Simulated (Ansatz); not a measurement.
# C2H6Cl2FGa: the cost of one run

Program: Ansatz 0.2.0. Level of theory: RKS PBE/def2-SVP. These are calculated values, not measurements.

### Step 1. The structure to begin with

Bond lengths: Ga1–C2 2.330 Å, C2–H3 1.110 Å, C2–H4 1.110 Å, C2–C5 1.520 Å, C5–H6 1.110 Å, C5–H7 1.110 Å, C5–H8 1.110 Å, Ga1–Cl9 2.240 Å, Ga1–Cl10 2.240 Å, Ga1–F11 2.000 Å. Angles (14 of 18 angles, heavy atoms first): Ga1–C2–C5 109.5°, C2–Ga1–Cl9 120.0°, C2–Ga1–Cl10 120.0°, C2–Ga1–F11 71.6°, Cl9–Ga1–Cl10 120.0°, Cl9–Ga1–F11 105.6°, Cl10–Ga1–F11 92.7°, Ga1–C2–H3 109.5°, Ga1–C2–H4 109.5°, H3–C2–C5 109.4°, H4–C2–C5 109.4°, C2–C5–H6 109.5°, C2–C5–H7 109.5°, C2–C5–H8 109.5°.

Coordinates:

```xyz
12

Ga    0.0000    0.0000    0.0000
C     0.0000    0.0000    2.3300
H    -0.9996   -0.3092    2.7005
H     0.7676   -0.7111    2.7005
C     0.3177    1.3971    2.8374
H     0.9159    1.3257    3.7696
H     0.8975    1.9479    2.0676
H    -0.6280    1.9396    3.0459
Cl    1.9398    0.0000   -1.1200
Cl   -1.9398    0.0000   -1.1200
F    -0.2561   -1.8806    0.6306
H    -0.1762   -1.2937    1.7624
```

### Step 2. Pulling towards end A

Springs on the bonds that form and break draw the guess towards this end; the thresholds are loose.

Input file input.yaml:

```yaml
crystal:
  periodic: [false, false, false]
  atoms:
    - { symbol: Ga, position_ang: [0.0, 0.0, 0.0] }
    - { symbol: C, position_ang: [0.0, 0.0, 2.33] }
    - { symbol: H, position_ang: [-0.9996, -0.3092, 2.7005] }
    - { symbol: H, position_ang: [0.7676, -0.7111, 2.7005] }
    - { symbol: C, position_ang: [0.3177, 1.3971, 2.8374] }
    - { symbol: H, position_ang: [0.9159, 1.3257, 3.7696] }
    - { symbol: H, position_ang: [0.8975, 1.9479, 2.0676] }
    - { symbol: H, position_ang: [-0.628, 1.9396, 3.0459] }
    - { symbol: Cl, position_ang: [1.9398, 0.0, -1.12] }
    - { symbol: Cl, position_ang: [-1.9398, 0.0, -1.12] }
    - { symbol: F, position_ang: [-0.2561, -1.8806, 0.6306] }
    - { symbol: H, position_ang: [-0.1762, -1.2937, 1.7624] }
basis:
  gaussian: { orbitals: def2-SVP }
hamiltonian:
  xc: pbe
relax:
  f_tol: 0.15
  max_steps: 25
  restrain:
    - { distance: [0, 10], at: 2.9, k: 30.0 }
    - { distance: [11, 1], at: 2.31, k: 30.0 }
    - { distance: [0, 1], at: 1.98, k: 30.0 }
    - { distance: [11, 10], at: 0.92, k: 30.0 }
```

Started as:

```bash
ansatz run input.yaml --threads 4 --pin off --max-ram 5120MiB --backend cpu --events-out ev --progress --plain --runs-dir out
```

Q: Estimate wall time and peak memory on 4 threads of Intel Xeon 6975P-C (Granite Rapids), shared host.

About 8.6 s, with a peak of 0.24 GiB.
